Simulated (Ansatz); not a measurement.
# AlH5O4Si: a ladder of functionals and wavefunction methods

The task here is to estimate one member of a computed series from the others.

Method: functionals in def2-TZVPP, the program's frozen cores in correlated methods; program: Ansatz 0.2.0, Gaussian basis.

Levels to be run: LDA (SPW92), PBE-D4, revPBE-D4, BLYP-D4, r2SCAN-D4, B97M-V, PBE0-D4, B3LYP-D4, r2SCANh-D4, r2SCAN0-D4, HSE06-D4, BHLYP-D4, CAM-B3LYP-D4, LC-ωPBE, ωB97X-V, ωB97M-V, B2PLYP, PBE-QIDH; CCSD(T)/def2-SVP; CCSD(T)/def2-TZVPP; MP2/def2-QZVPP; extrapolation to the limit; RPA on PBE.

## The relaxed structure

The geometry comes from an earlier relaxation with PBE0-D4 in a triple-zeta def2 set; it is a stationary point, not always the lowest conformer.

SMILES `O[Si](O)(O)[O][AlH2]`, 11 atoms, charge 0, spin multiplicity 1.

Atoms are counted from 1 here; the program's logs count them from 0.

Bond lengths: O1–Si2 1.632 Å, O1–H7 0.958 Å, Si2–O3 1.633 Å, Si2–O4 1.637 Å, Si2–O5 1.610 Å, O3–H8 0.958 Å, O4–H9 0.958 Å, O5–Al6 1.690 Å, Al6–H10 1.579 Å, Al6–H11 1.579 Å. Angles: Si2–O1–H7 116.1°, O1–Si2–O3 108.0°, O1–Si2–O4 105.3°, O1–Si2–O5 114.5°, O3–Si2–O4 113.9°, O3–Si2–O5 105.4°, O4–Si2–O5 110.0°, Si2–O3–H8 116.4°, Si2–O4–H9 116.9°, Si2–O5–Al6 152.3°, O5–Al6–H10 116.4°, O5–Al6–H11 119.5°, H10–Al6–H11 124.1°.

The first run:

in.yaml

```yaml
crystal:
  periodic: [false, false, false]
  atoms:
    - {symbol: O, position_ang: [-1.498558, -1.251031, -0.511562]}
    - {symbol: Si, position_ang: [-0.414144, -0.486643, 0.439048]}
    - {symbol: O, position_ang: [0.799937, -1.530596, 0.759104]}
    - {symbol: O, position_ang: [-1.254811, -0.018855, 1.763674]}
    - {symbol: O, position_ang: [0.289381, 0.789878, -0.245501]}
    - {symbol: Al, position_ang: [1.326896, 1.500679, -1.374281]}
    - {symbol: H, position_ang: [-2.410049, -0.970905, -0.419873]}
    - {symbol: H, position_ang: [0.543328, -2.414830, 1.023560]}
    - {symbol: H, position_ang: [-0.854722, 0.654053, 2.315347]}
    - {symbol: H, position_ang: [1.884570, 2.932787, -1.011319]}
    - {symbol: H, position_ang: [1.653471, 0.738464, -2.717596]}
basis:
  gaussian: {orbitals: def2-TZVPP}
hamiltonian: {xc: lda}
output: {orbitals: {seedname: orbitals}}
```

Started as:

```sh
$ ansatz run in.yaml --threads 4 --pin off --events-out ev --progress --plain --max-ram 10444MiB
```

Among the steps run: LDA; PBE-D4 (GGA); revPBE-D4 (GGA); BLYP-D4 (GGA); r2SCAN-D4 (meta-GGA); B97M-V (meta-GGA); PBE0-D4 (hybrid); B3LYP-D4 (hybrid); r2SCANh-D4 (hybrid); r2SCAN0-D4 (hybrid); HSE06-D4 (hybrid); BHLYP-D4 (hybrid); CAM-B3LYP-D4 (range-separated); LC-ωPBE (range-separated); ωB97X-V (range-separated); ωB97M-V (range-separated); B2PLYP (double hybrid); PBE-QIDH (double hybrid).

One of the session's tables, all rows but one given; the rest of the session is left out.

It belongs to the step «Frontier levels by functional». 

```
  functional  HOMO (eV)  gap (eV)
 LDA (SPW92)      -6.99      4.90
      PBE-D4      -6.90      5.05
   revPBE-D4      -6.86      5.11
     BLYP-D4      -6.82      5.07
   r2SCAN-D4      -7.25      5.78
      B97M-V      -7.35      5.59
     PBE0-D4      -8.30      7.22
    B3LYP-D4      -8.11      6.80
  r2SCANh-D4      -7.77      6.55
  r2SCAN0-D4      -8.52      7.67
    HSE06-D4      -7.89      6.45
    BHLYP-D4      -9.60      9.26
CAM-B3LYP-D4          ?         ?
     LC-ωPBE     -11.09     12.04
     ωB97X-V     -10.75     11.56
     ωB97M-V     -10.54     11.05
```

**Question.** Estimate the row for CAM-B3LYP-D4.

The run gave: HOMO (eV): -9.73; gap (eV): 9.55. In the column «HOMO (eV)» it lies between ωB97M-V (-10.54) and BHLYP-D4 (-9.60).
